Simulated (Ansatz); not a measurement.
# C3H9BOSi2: the cost of one run

Program: Ansatz 0.2.0. Level of theory: RKS r2SCAN-D4/STO-3G. These are calculated values, not measurements.

### Step 1. The starting structure

Bond lengths (14 of 16 bonds, heavy atoms first): Si1–C2 1.899 Å, C2–C3 1.352 Å, C3–B4 1.514 Å, B4–O5 1.508 Å, O5–Si6 1.727 Å, C2–C7 1.494 Å, Si6–C7 1.901 Å, Si1–H8 1.406 Å, Si1–H9 1.537 Å, Si1–H10 1.455 Å, C3–H11 1.104 Å, B4–H12 1.164 Å, Si6–H13 1.512 Å, Si6–H14 1.485 Å. Angles (14 of 28 angles, heavy atoms first): Si1–C2–C3 118.6°, Si1–C2–C7 118.4°, C3–C2–C7 123.1°, C2–C3–B4 126.0°, C3–B4–O5 120.3°, B4–O5–Si6 106.4°, O5–Si6–C7 104.9°, C2–C7–Si6 113.0°, C2–Si1–H8 110.3°, C2–Si1–H9 107.1°, C2–Si1–H10 108.6°, C2–C3–H11 117.0°, B4–C3–H11 117.0°, C3–B4–H12 121.8°.

As a file:

```xyz
16

Si    1.7046   -0.3150    1.8355
C     0.5292   -0.0620    0.3654
C     0.9404   -0.4450   -0.8643
B     0.1598   -0.2885   -2.1515
O    -0.9527    0.7247   -2.2475
Si   -1.9700    0.4624   -0.8771
C    -0.8057    0.5585    0.6224
H     2.0191   -1.6778    1.9800
H     0.9954    0.2398    3.0816
H     2.8954    0.4937    1.6233
H     1.9221   -0.9455   -0.9315
H     0.2238   -1.0747   -3.0070
H    -3.0670    1.5006   -0.8107
H    -2.5958   -0.8831   -0.9434
H    -0.7008    1.6120    0.8815
H    -1.3206    0.0772    1.4878
```

### Step 2. End point A

File input.yaml:

```yaml
crystal:
  periodic: [false, false, false]
  atoms:
    - { symbol: Si, position_ang: [1.7046, -0.315, 1.8355] }
    - { symbol: C, position_ang: [0.5292, -0.062, 0.3654] }
    - { symbol: C, position_ang: [0.9404, -0.445, -0.8643] }
    - { symbol: B, position_ang: [0.1598, -0.2885, -2.1515] }
    - { symbol: O, position_ang: [-0.9527, 0.7247, -2.2475] }
    - { symbol: Si, position_ang: [-1.97, 0.4624, -0.8771] }
    - { symbol: C, position_ang: [-0.8057, 0.5585, 0.6224] }
    - { symbol: H, position_ang: [2.0191, -1.6778, 1.98] }
    - { symbol: H, position_ang: [0.9954, 0.2398, 3.0816] }
    - { symbol: H, position_ang: [2.8954, 0.4937, 1.6233] }
    - { symbol: H, position_ang: [1.9221, -0.9455, -0.9315] }
    - { symbol: H, position_ang: [0.2238, -1.0747, -3.007] }
    - { symbol: H, position_ang: [-3.067, 1.5006, -0.8107] }
    - { symbol: H, position_ang: [-2.5958, -0.8831, -0.9434] }
    - { symbol: H, position_ang: [-0.7008, 1.612, 0.8815] }
    - { symbol: H, position_ang: [-1.3206, 0.0772, 1.4878] }
basis:
  gaussian: { orbitals: STO-3G }
hamiltonian:
  xc: r2scan
  dispersion: d4
relax:
  f_tol: 0.02
  max_steps: 50
output:
  orbitals: {}
```

Run with:

```bash
ansatz run input.yaml --threads 1 --pin off --max-ram 2048MiB --backend cpu --events-out ev --progress --plain --runs-dir out
```

**Question.** How long does this run take on 1 thread of Arm Neoverse V1, shared host, and how much memory does it need?

About 4.3 min, with a peak of 0.19 GiB.
